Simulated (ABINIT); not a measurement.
AlAg:

```
CELL_PARAMETERS angstrom
2.92639 0.00000 0.00000
-1.46319 2.53433 0.00000
0.00000 0.00000 4.42760
ATOMIC_POSITIONS crystal
Ag 0.66667 0.33333 0.00000
Al 0.00000 0.00000 0.50000
```

The cell comes from a database or a generator and needn't be the stable form of this composition.

* Program: ABINIT 10.8.3 (patched build)
* Task: relaxation of cell and atoms
* Functional: PBEsol
* Potentials or basis: JTH PAW PBE v2.0
* Cutoff: 463 eV
* k mesh: 10 × 10 × 6
* Occupations: fermi-dirac, width 0.05 eV
* Spin: no spin polarisation

At the start: pressure -1.4 GPa; volume 16.42 Å³/atom.

Where does the relaxation end?

Over 6 steps the energy falls by 3.4 meV/atom and the volume is 16.24 Å³/atom (-1.1 %); space group P-6m2 (No. 187, to 0.05 Å).

Step by step:
| step | energy change (eV) | largest force (eV/Å) | pressure (GPa) | volume (Å³) |
| --- | --- | --- | --- | --- |
| 1 | 0.0000 | 0.0000 | -1.39 | 32.84 |
| 2 | -0.0020 | 0.0000 | -0.94 | 32.70 |
| 3 | -0.0053 | 0.0000 | 0.57 | 32.27 |
| 4 | -0.0057 | 0.0000 | 0.57 | 32.28 |
| 5 | -0.0068 | 0.0000 | 0.14 | 32.44 |
| 6 | -0.0068 | 0.0000 | 0.02 | 32.47 |

Final structure:
```
Ag Al
1.0
     2.94266    0.00000    0.00000
    -1.47133    2.54842    0.00000
     0.00000    0.00000    4.33022
Ag Al
1 1
Direct
  0.66667 0.33333 0.00000
  0.00000 0.00000 0.50000
```

Caveat: the PAW data sets were made with another functional, which shifts forces and pressure a little.
